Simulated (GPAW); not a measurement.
The system is GaGe3.

```
CELL_PARAMETERS angstrom
0.00000 3.38717 3.38717
3.38717 0.00000 3.38717
3.38717 3.38717 0.00000
ATOMIC_POSITIONS crystal
Ge 0.50000 0.50000 0.50000
Ge 0.75000 0.75000 0.75000
Ge 0.25000 0.25000 0.25000
Ga 0.00000 0.00000 0.00000
```

The cell comes from a database or a generator and needn't be the stable form of this composition.

| Property | Result |
| --- | --- |
| Program | GPAW 26.7.0 |
| Task | single point |
| Functional | PBE |
| Potentials or basis | GPAW PAW data sets (gpaw-data 1.2.1) |
| Cutoff | 600 eV |
| Basis | pw |
| k mesh | 7 × 7 × 7 |
| Occupations | fermi-dirac, width 0.05 eV |
| Spin | no spin polarisation |

On this cell: pressure -0.8 GPa; largest force zero by symmetry; band gap on the k mesh none (metal or under the smearing width).

The same run follows on a disturbed copy (atoms moved at random, drawn with an rms of 0.05 Å):

```xyz
4
Lattice="0.0000 3.3872 3.3872 3.3872 0.0000 3.3872 3.3872 3.3872 0.0000" Properties=species:S:1:pos:R:3 pbc="T T T"
Ge    3.3730    3.3939    3.4160
Ge    5.0738    5.0998    5.1187
Ge    1.7175    1.6971    1.7076
Ga   -0.0238    0.0694   -0.0266
```

Question: What does the disturbed cell give?

Answer: The energy (extrapolated to zero smearing) moves by +2.3 meV/atom; pressure -0.7 GPa; largest force 0.184 eV/Å; band gap on the k mesh none (metal or under the smearing width).

Forces on the atoms (eV/Å):
```
Ge   0.022  0.032 -0.030
Ge   0.009  0.022 -0.064
Ge  -0.086  0.073 -0.027
Ga   0.055 -0.127  0.121
```

Stress tensor (GPa, compression positive):
```
-0.69 -0.01  0.04
-0.01 -0.66 -0.09
 0.04 -0.09 -0.66
```
